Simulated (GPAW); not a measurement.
# NiMoIrPdW in GPAW: the effect of functional

The system is NiMoIrPdW.

```
CELL_PARAMETERS angstrom
4.14670 0.00000 0.00000
-2.07335 3.59115 0.00000
0.00000 0.00000 5.41629
ATOMIC_POSITIONS crystal
Ni 0.00000 0.00000 0.02221
Mo 0.66667 0.33333 0.45996
Pd 0.33333 0.66667 0.74601
Ir 0.33333 0.66667 0.25641
W 0.66667 0.33333 0.99985
```

The cell was built by a generator and needn't be a form met in nature.

Alike in all runs:

```yaml
Program: GPAW 26.7.0
Task: band structure
Cutoff: 600 eV
Basis: pw
k_mesh: 5 × 5 × 4
Occupations: fermi-dirac, width 0.05 eV
Spin: collinear spin, ferromagnetic start
Starting_moments: "[1.0, 1.0, 0.0, 0.6, 0.0] μB"
```

```csv
functional,potentials or basis,pressure (GPa),largest force (eV/Å)
RPBE,the program's PAW data sets (release 1.2.1) made for this functional,4.4,0.13
revPBE,the program's PAW data sets (release 1.2.1) made for this functional,3.3,0.12
BLYP,PAW data sets generated in the run's folder for this functional,8.8,0.42
SCAN,GPAW PAW data sets (gpaw-data 1.2.1),-9.0,0.61
TPSS,GPAW PAW data sets (gpaw-data 1.2.1),-4.1,0.10
LDA,the program's PAW data sets (release 1.2.1) made for this functional,-13.1,0.48
PBEsol,PAW data sets generated in the run's folder for this functional,-7.6,0.23
AM05,PAW data sets generated in the run's folder for this functional,-8.6,0.26
PW91,PAW data sets generated in the run's folder for this functional,?,?
r2SCAN,GPAW PAW data sets (gpaw-data 1.2.1),-3.8,0.41
```

Question: What does the run with functional PW91 give?

Answer: Pressure 0.2 GPa; largest force 0.17 eV/Å.

Caveats: the stock nickel data set gives pressures a few GPa off other programs; the PAW data sets were made with another functional, which shifts forces and pressure a little (some runs).

Runs at the PBE level aren't shown here.
